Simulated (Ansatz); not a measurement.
**ClH₃SeSi: one species, many methods**

How much do the methods differ for ClH₃SeSi? The plan is to run it at one geometry with functionals of several rungs and with coupled cluster. The yardstick is the atomisation energy at the CCSD(T) limit.

Program: Ansatz 0.2.0, Gaussian basis. Level of theory: functionals in def2-TZVPP, the program's frozen cores in correlated methods. These are calculated values, not measurements.

Levels to be run: LDA (SPW92), PBE-D4, revPBE-D4, BLYP-D4, r2SCAN-D4, B97M-V, PBE0-D4, B3LYP-D4, r2SCANh-D4, r2SCAN0-D4, HSE06-D4, BHLYP-D4, CAM-B3LYP-D4, LC-ωPBE, ωB97X-V, ωB97M-V, B2PLYP, PBE-QIDH; CCSD(T)/def2-SVP; CCSD(T)/def2-TZVPP; MP2/def2-QZVPP; extrapolation to the limit; RPA on PBE.

### 1 The geometry

The geometry comes from an earlier relaxation with PBE0-D4 in a triple-zeta def2 set; it is a stationary point.

6 atoms, charge 0, spin multiplicity 1.

Atoms are counted from 1 here; the program's logs count them from 0.

Bond lengths: Cl1–Si2 2.048 Å, Si2–Se3 2.271 Å, Si2–H4 1.481 Å, Si2–H5 1.481 Å, Se3–H6 1.471 Å. Angles: Cl1–Si2–Se3 106.0°, Cl1–Si2–H4 108.5°, Cl1–Si2–H5 108.4°, Se3–Si2–H4 111.7°, Se3–Si2–H5 111.8°, H4–Si2–H5 110.2°, Si2–Se3–H6 91.4°.

### 2 LDA

This LDA is Slater exchange with PW92 correlation.

in.yaml reads:

```yaml
crystal:
  periodic: [false, false, false]
  atoms:
    - {symbol: Cl, position_ang: [-2.338106, 0.106554, -0.077355]}
    - {symbol: Si, position_ang: [-0.321133, -0.072298, -0.384657]}
    - {symbol: Se, position_ang: [0.656166, 0.317960, 1.627247]}
    - {symbol: H, position_ang: [-0.039277, -1.440930, -0.874089]}
    - {symbol: H, position_ang: [0.088346, 0.926310, -1.398162]}
    - {symbol: H, position_ang: [1.996004, 0.098304, 1.060815]}
basis:
  gaussian: {orbitals: def2-TZVPP}
hamiltonian: {xc: lda}
output: {orbitals: {seedname: orbitals}}
```

Further steps of the session: PBE-D4 (GGA); revPBE-D4 (GGA); BLYP-D4 (GGA); r2SCAN-D4 (meta-GGA); B97M-V (meta-GGA); PBE0-D4 (hybrid); B3LYP-D4 (hybrid); r2SCANh-D4 (hybrid); r2SCAN0-D4 (hybrid); HSE06-D4 (hybrid); BHLYP-D4 (hybrid); CAM-B3LYP-D4 (range-separated); LC-ωPBE-D4 (range-separated); ωB97X-V (range-separated); ωB97M-V (range-separated); B2PLYP (double hybrid); PBE-QIDH (double hybrid); CCSD(T) in def2-SVP; CCSD(T) in def2-TZVPP; MP2 in def2-QZVPP; RPA on PBE orbitals.

Q: Predict the results of all the runs planned. Wanted: atomisation energy, CCSD(T)/CBS; farthest beyond LDA; mean size of error, GGA; mean size of error, meta-GGA; mean size of error, hybrid; mean size of error, range-separated; mean size of error, double hybrid; gap, smallest and largest; T1 diagnostic.

The runs gave:

| quantity | value |
| --- | --- |
| atomisation energy, CCSD(T)/CBS | 1701.4 kJ/mol |
| functionals within 17.0 kJ/mol (1.0 %) | PBE-D4, r2SCAN-D4, B97M-V, r2SCANh-D4, ωB97X-V, ωB97M-V |
| farthest beyond LDA | LC-ωPBE (-55.6 kJ/mol) |
| mean size of error, GGA | 37.1 kJ/mol |
| mean size of error, meta-GGA | 3.2 kJ/mol |
| mean size of error, hybrid | 29.7 kJ/mol |
| mean size of error, range-separated | 24.9 kJ/mol |
| mean size of error, double hybrid | 38.9 kJ/mol |
| gap, smallest and largest | 4.84 eV (LDA (SPW92)), 11.83 eV (LC-ωPBE) |
| T1 diagnostic | 0.0088 |
| triples share of the correlation energy | 3.7 % |

LDA overbinds by 199.6 kJ/mol (12 %). PBE-D4 is off by -16.9 kJ/mol. Double hybrids carry the basis error of their MP2 part in triple zeta, and no dispersion term here, so their miss is partly the set-up's. By mean error the best rung here is meta-GGA (3.2 kJ/mol) and the worst beyond LDA is double hybrid (38.9 kJ/mol). The reference freezes the cores and leaves out relativity and excitations past (T), and its outer-core shells are covered unevenly, so misses under about 17.0 kJ/mol can't be ranked. All levels share the lack of spin-orbit coupling, which lowers the free heavy atoms and so the true binding. Hartree-Fock recovers 73 % of the binding; the rest is correlation. CCSD(T) in def2-SVP is off by -162.5 kJ/mol, more than most functionals: a good method in a small basis is no reference. Orbital gaps span 4.8 to 11.8 eV; exact exchange widens them. Correlated methods include outer-core shells of Se, which these sets cover unevenly.
